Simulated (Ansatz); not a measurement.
This script makes relaxations under a series of pressures of Mg, space group Fm-3m with Ansatz 0.2.0 through its Python package.

The script, `compress.py`:
```python
import ansatz as az
import numpy as np

def edges_and_angles(cell):
    cell = np.asarray(cell)
    a, b, c = np.linalg.norm(cell, axis=1)
    cosines = cell[1] @ cell[2] / (b * c), cell[0] @ cell[2] / (a * c), cell[0] @ cell[1] / (a * b)
    return (a, b, c, *np.degrees(np.arccos(cosines)))

system = (
    az.Lattice.from_parameters(3.173857, 3.173857, 3.173857, alpha=60.0, beta=60.0, gamma=60.0)
    .atom("Mg", (0.0, 0.0, 0.0))
)

job = (
    system.calculation()
    .functional("LDA")
    .pseudopotentials("paw")
    .basis(18 * az.Ha)
    .kpoints(11, shift=0.5)
    .occupations("fermi_dirac")
)

rows = []
for pressure in [0, 2, 4, 6, 8]:
    outcome = job.relax(cell=True, pressure=pressure, force_tolerance=0.05, density_extrapolation="none").run(threads=1)
    cell = outcome.lattice.cell_ang
    n_atoms = len(outcome.lattice.sites)
    volume = abs(np.linalg.det(cell)) / n_atoms
    enthalpy = outcome.report["free_energy_ev"] / n_atoms + pressure * volume / 160.21766
    rows.append((pressure, volume, enthalpy, *edges_and_angles(cell)))
    print(f"{pressure} GPa done: {volume:.4f} A^3/atom")

print(" P (GPa)  V (A^3/atom)  H (eV/atom)     a       b       c")
for row in rows:
    print("{:8.1f} {:12.4f} {:14.5f} {:7.4f} {:7.4f} {:7.4f}".format(*row[:6]))
p, v = np.array([row[0] for row in rows], float), np.array([row[1] for row in rows])
print("mean bulk modulus between rows (GPa):", np.round(-np.diff(p) / np.diff(np.log(v)), 1))
```

Its results, one of them left out:

| P (GPa) | relaxed V (Å³/atom) |
| --- | --- |
| 0 | 21.798 |
| 2 | 20.796 |
| 4 | ? |
| 6 | 19.300 |
| 8 | 18.710 |

What volume does the cell relax to at 4 GPa?

Murnaghan's form V = V0 (1 + B' P / B0)^(-1/B') through the 4 rows shown gives V0 = 21.797 Å³, B0 = 39.1 GPa and B' = 3.68, and so 19.982 Å³ an atom at 4 GPa. The run gave 19.982 Å³, 0.00 % away.

Reading the output:
- These settings explore the input space; cutoff and mesh may be short of convergence.
- At a fixed pressure a relaxation lowers the enthalpy F + PV, while F alone can rise.
- For a metal this k-point mesh is coarse: on a finer one energies can move by several to tens of meV an atom and pressures by half a GPa or more, differences at one mesh by less.
- The mesh has less symmetry than the crystal, which the program warned of.
- The cell relaxed to the group R-3m; tensors and edges are in the axes of the typed cell.
- This isn't the structure that Mg takes at ambient conditions.
- Symmetry holds the cell in this phase, whether or not it is the stable one at each pressure.
- It ran for 36 s on 1 thread of Arm Neoverse V2, with other jobs on the host, peak memory 0.37 GiB.
